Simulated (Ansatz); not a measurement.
# NaBr (singlet): wave-function methods side by side at distance Br1–Na2 = 3.129 Å, cc-pVDZ

The task here is to estimate one member of a computed series from the others.

Program: Ansatz 0.2.0, Gaussian basis. Level of theory: cc-pVDZ, core rule «outside noble gas», up to 19 orbitals frozen. These are calculated values, not measurements.

The runs, in order: UHF; CCSD(T) on RHF; BCCD(T) on RHF; CISD; CCSDT(Q) on RHF; CCSDTQ on RHF; CASSCF and MRCISD+Q, 2 electrons in 2 orbitals; CASSCF and NEVPT2, 2 electrons in 2 orbitals.

54 further runs of the same task are left out: 33 for a known fault of the program, 19 that didn't finish, 2 set aside as unsound or not needed. Runs told in other sessions of the task aren't counted.

### The system

The geometry derives from a PBE0/def2-TZVP stationary point (not a proven minimum). One bond is set to the value named and the two fragments are kept rigid. No spin-orbit coupling is included. The filled d shell of Br may be among the frozen orbitals whatever the setting's name suggests.

2 atoms, charge 0, spin multiplicity 1.

Atoms are counted from 1 here; the program's logs count them from 0.

Bond lengths: Br1–Na2 3.129 Å.

The first run:

Contents of in.yaml:

```yaml
crystal:
  periodic: [false, false, false]
  atoms:
    - {symbol: Br, position_ang: [0.000000, 0.000000, 0.000000]}
    - {symbol: Na, position_ang: [0.000000, 0.000000, 3.129000]}
basis:
  gaussian: {orbitals: cc-pVDZ}
magnetization: {spin_polarized: true, initial_magnetization: 0}
hamiltonian: {xc: hf}
output: {orbitals: {seedname: orbitals}}
```

On the command line:

```sh
$ ansatz run in.yaml --threads 1 --pin off --events-out ev --progress --plain --max-ram 2393MiB
```

Steps of the session up to this table: UHF; CCSD(T) on RHF; BCCD(T) on RHF; CISD; CCSDT(Q) on RHF; CCSDTQ on RHF; CASSCF and MRCISD+Q, 2 electrons in 2 orbitals; CASSCF and NEVPT2, 2 electrons in 2 orbitals.

One table of the session follows, with a row left open; its other results are not shown here.

```
     method  from RCCSDTQ (meV)
        RHF             +3628.5
       RMP2              +348.2
       CISD              +203.1
      RCCSD               +62.4
   RCCSD(T)               +13.4
    BCCD(T)               +13.5
     RCCSDT                   ?
  RCCSDT(Q)                 0.0
    RCCSDTQ                   0
CASSCF pair             +3443.2
NEVPT2 pair              +330.5
```

Estimate the missing values for RCCSDT.

**Answer.** from RCCSDTQ (meV): +8.0. In the column «from RCCSDTQ (meV)» it lies between RCCSDTQ (0) and RCCSD(T) (+13.4).

Not comparable, so not listed: CASSCF and MRCISD+Q, 2 electrons in 2 orbitals (they don't share determinant, frozen orbitals or solution with the rows shown, or repeat one).

Limits of these values: Warnings in the runs' records: passed over end.
